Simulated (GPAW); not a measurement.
Runs of GPAW 26.7.0 on HfIn4SiO6. Symmetry: C2, No. 5, monoclinic system. The conventional cell has a = 5.432 Å, b = 9.407 Å, c = 7.636 Å, α = 90.00°, β = 104.07°, γ = 90.00°. Around Hf (site symmetry 2) lie 6 O at 2.13 to 2.14 Å. In (site symmetry 2) has 2 O at 2.73 Å and 4 In at 3.12 Å as nearest neighbours. Around In (site symmetry 2) lie 6 O at 2.23 Å. Around In (site symmetry 2) lie 2 O at 2.73 Å and 3 In at 3.07 to 3.12 Å. In (site symmetry 2) has 2 O at 2.73 Å and 3 In at 3.07 to 3.12 Å as nearest neighbours. Si (site symmetry 2) has 6 O at 1.85 Å as nearest neighbours. O (site symmetry 1) is surrounded by 1 Si at 1.85 Å. Around O (site symmetry 1) lie 1 Si at 1.85 Å. The cell was built by a generator and needn't be a form met in nature.

```tsv
task	level	k mesh	ranks	mesh quality	gap on the mesh (eV)	pressure (GPa)	largest force (eV/Å)
single point	PBE+D3(BJ)	3 × 3 × 2	-	coarse	none	-2.1	0.26
single point	PBE+D4	3 × 3 × 2	-	coarse	none	-2.2	0.26
single point	PBE	3 × 3 × 2	-	coarse	none	(a)	0.25
single point	PBE+D3	3 × 3 × 2	-	coarse	none	-1.5	0.25
electrostatic potential	PBE	4 × 4 × 3	8	not flagged	none	-0.2	(b)
```

Alike in all rows: potentials or basis GPAW PAW data sets (gpaw-data 1.2.1), pw; no spin polarisation; cell as given; cutoff (eV) 800; smearing fermi-dirac 0.05 eV.

Problem. Fill in the values left out.

Solution. (a) 0.3; (b) 0.14.

Caveats: some runs use coarse meshes; pairwise dispersion overbinds metals, which lowers pressure and volume (some runs).

A k mesh can miss the band edges, and the runs leave out spin-orbit coupling on Hf, In.

A gap of «none» marks a metal or a gap under the smearing width.

Not every run made on this cell is shown here.
